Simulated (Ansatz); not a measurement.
Working through a relaxation of the ions of BiTe, space group Fm-3m

Program: Ansatz 0.2.0 through its Python package.

Interactive session:
```pycon
>>> from dataclasses import dataclass
>>> from pathlib import Path
>>> import ansatz as az
>>> from ase.data import atomic_numbers
>>> import numpy as np
>>> import spglib
>>> @dataclass(frozen=True)
... class Options:
...     xc: str = "r2SCAN"
...     smearing: str = "gaussian"
...     scf_tol: float = 1e-06
...     fmax: float = 0.05
...
>>> cfg = Options()
>>> crystal = (
...     az.Lattice.of((0.0, 3.235, 3.235), (3.235, 0.0, 3.235), (3.235, 3.235, 0.0))
...     .atom("Bi", (0.0, 0.0, 0.0))
...     .atom("Te", (0.5, 0.5, 0.5))
... )
>>> # push one atom off its site
>>> base = (
...     crystal.move(0, to=(-0.023184, 0.069552, -0.023184)).calculation()
...     .functional(cfg.xc)
...     .kpoints(4)
...     .occupations(cfg.smearing)  # smearing steadies the SCF of a metal
...     .scf(tolerance=cfg.scf_tol)
...     .relax(force_tolerance=cfg.fmax)  # relax until the tolerances are met
... )
>>> steps = []
>>> def collect(event):
...     if event["event"] == "relax_step":
...         steps.append(event["data"])
...
>>> done = base.session().plan().execute(on_event=collect)
DeckWarning: basis.ecutwfc = 500 eV, auto-derived from the records' recommended cutoffs: set by Bi (their level for a meta-GGA)
DeckWarning: scf.convergence.dr2_threshold = 1e-6 eV is looser than this run's default, which is 1e-7 eV or tighter. The error in the forces grows as the threshold's square root, so leave the key out unless less accurate forces are enough
>>> summary = done.report
>>> summary["published_state_doubts"]
[]
>>> summary["mixing_algorithm"], summary["preconditioner"], summary["eigensolver"]
('MSR1', 'LDOS', 'band_cg')
>>> summary["n_kpoints"], summary["n_symmetry_ops"], summary["n_pw"]
(13, 6, 1759)
>>> for s in steps:
...     flag = "" if s["accepted"] else "  (rejected)"
...     print("step %2d  E = %.5f eV  largest force component = %.4f eV/A%s" % (s["step"], s["lagrangian_ev"], s["allowed_force_max_ev_ang"], flag))
...
step  1  E = -19405.91578 eV  largest force component = 0.5147 eV/A
step  2  E = -19406.03487 eV  largest force component = 0.1102 eV/A
step  3  E = -19406.03961 eV  largest force component = 0.0007 eV/A
>>> first, last = steps[0], steps[-1]
>>> symbols = [site.symbol for site in done.lattice.sites]
>>> print(f"energy gained {first['lagrangian_ev'] - last['lagrangian_ev']:.4f} eV in {len(steps) - 1} steps")
energy gained 0.1238 eV in 2 steps
>>> fractions = [site.position_frac for site in done.lattice.sites]
>>> numbers = [atomic_numbers[s] for s in symbols]
>>> for tolerance in (1e-3, 1e-2, 1e-1):
...     print(f"space group at {tolerance} A:", spglib.get_spacegroup((done.lattice.cell_ang, fractions, numbers), symprec=tolerance))
...
space group at 0.001 A: Fm-3m (225)
space group at 0.01 A: Fm-3m (225)
space group at 0.1 A: Fm-3m (225)
>>> print("atom   start x y z (A)              end x y z (A)")
atom   start x y z (A)              end x y z (A)
>>> for symbol, a, b in zip(symbols, first["positions_ang"], last["positions_ang"]):
...     print(f"{symbol:3s}", " ".join(f"{v:8.4f}" for v in a), "  ", " ".join(f"{v:8.4f}" for v in b))
...
Bi    0.1500  -0.1500   0.1500      0.0749  -0.0749   0.0749
Te    3.2350   3.2350   3.2350      3.3101   3.1599   3.3101
>>> print("%-22s %14.5f eV" % ("F = E - TS", summary["free_energy_ev"]))
F = E - TS               -19406.03961 eV
>>> print("%-22s %14.5f eV" % ("E", summary["internal_energy_ev"]))
E                        -19406.03170 eV
>>> print("%-22s %14.5f eV" % ("Harris-Foulkes", summary["harris_foulkes_ev"]))
Harris-Foulkes           -19406.03961 eV
>>> print("%-22s %14.5f eV" % ("Fermi level", summary["fermi_energy_ev"]))
Fermi level                   9.77075 eV
>>> lines = ["| quantity | value |", "|---|---|"]
>>> lines.append(f"| free energy per atom | {summary['free_energy_ev'] / len(done.lattice.sites):.4f} eV |")
>>> lines.append(f"| Fermi level | {summary['fermi_energy_ev']:.3f} eV |")
>>> lines.append(f"| volume per atom | {summary['setup']['cell_volume_ang3'] / len(done.lattice.sites):.3f} A^3 |")
>>> lines.append(f"| valence electrons | {summary['n_electrons']:g} |")
>>> Path("summary.md").write_text("\n".join(lines) + "\n")
159
```

File `summary.md` afterwards:
```text
| quantity | value |
|---|---|
| free energy per atom | -9703.0198 eV |
| Fermi level | 9.771 eV |
| volume per atom | 33.855 A^3 |
| valence electrons | 31 |
```

The settings weren't tested for convergence. For a metal this k-point mesh is coarse: on a finer one energies can move by several to tens of meV an atom and pressures by half a GPa or more, differences at one mesh by less. An absolute Fermi energy rests on an arbitrary zero of the periodic potential and has no direct meaning. Energies along a relaxation are free energies. A last row that repeats the one before re-solves the same geometry more tightly. Spin-orbit coupling, which matters for elements this heavy, is left out. The starting cell is as deposited in a crystallographic database; the results hold for this polymorph, which needn't be the stable one. Warnings are shown shortened and without file and line. Hardware and time: 16 s on 1 thread of AMD EPYC 7R43 64-Core Processor (Zen 3) (shared host), peak memory 0.63 GiB.

(A comment or docstring line of the script was reworded after the run, the code is as it ran; lines on the test bed's own set-up are left out of the output.)
